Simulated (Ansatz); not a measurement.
# HgTe: the cost of one run

Computed with Ansatz 0.2.0 (DFT PBEsol, scalar-relativistic, plane waves, PAW, unless a step's input says otherwise).

2 further runs of the same task are left out: 1 that didn't finish, 1 set aside as unsound or not needed.

## 1. The structure to begin with

Symmetry: I-4m2, No. 119, tetragonal system. Conventional cell: a = 6.091 Å, b = 6.091 Å, c = 3.119 Å, α = 90.00°, β = 90.00°, γ = 90.00°. Around Hg (site symmetry -4m2) lie 2 Hg at 3.12 Å and 4 Te at 3.14 Å. Te (site symmetry -4m2) has 2 Te at 3.12 Å and 4 Hg at 3.14 Å as nearest neighbours.

As a file:

```
Hg Te
1.0
    -3.04560    3.04560    1.55941
     3.04560   -3.04560    1.55941
     3.04560    3.04560   -1.55941
Hg Te
1 1
Direct
  0.25000 0.75000 0.50000
  0.00000 0.00000 0.00000
```

Source of the structure: the Materials Project (structure only).

(A quick probe on a coarse mesh, which set the mesh and smearing, is not shown.)

## 3. Relaxing cell and atoms

Input file input.yaml:

```yaml
crystal:
  lattice:
    - [-3.045603, 3.045603, 1.55941]
    - [3.045603, -3.045603, 1.55941]
    - [3.045603, 3.045603, -1.55941]
  atoms:
    - { symbol: Hg, position: [0.25, 0.75, 0.5] }
    - { symbol: Te, position: [0.0, 0.0, 0.0] }
basis:
  ecutwfc: 420
kpoints:
  mp_grid: { grid: [16, 16, 16] }
hamiltonian:
  xc: pbesol
scf:
  occupations: { method: gaussian, width: 0.1 }
output:
  forces: true
  stress: true
  eigenvalues: true
  write_density: true
  write_potential: true
  elf: true
  volumetric_format: npy
relax:
  adjacent_minimum: "off"
  f_tol: 0.005
  max_steps: 80
  cell: { stress_tol: 0.05 }
```

On the command line:

```sh
ansatz run input.yaml --threads 1 --pin off --max-ram 2560MiB --backend cpu --events-out ev --progress --plain --runs-dir out
```

Q: Estimate wall time and peak memory on 1 thread of Arm Neoverse V1, shared host.

About 4.5 min, with a peak of 0.7 GiB.
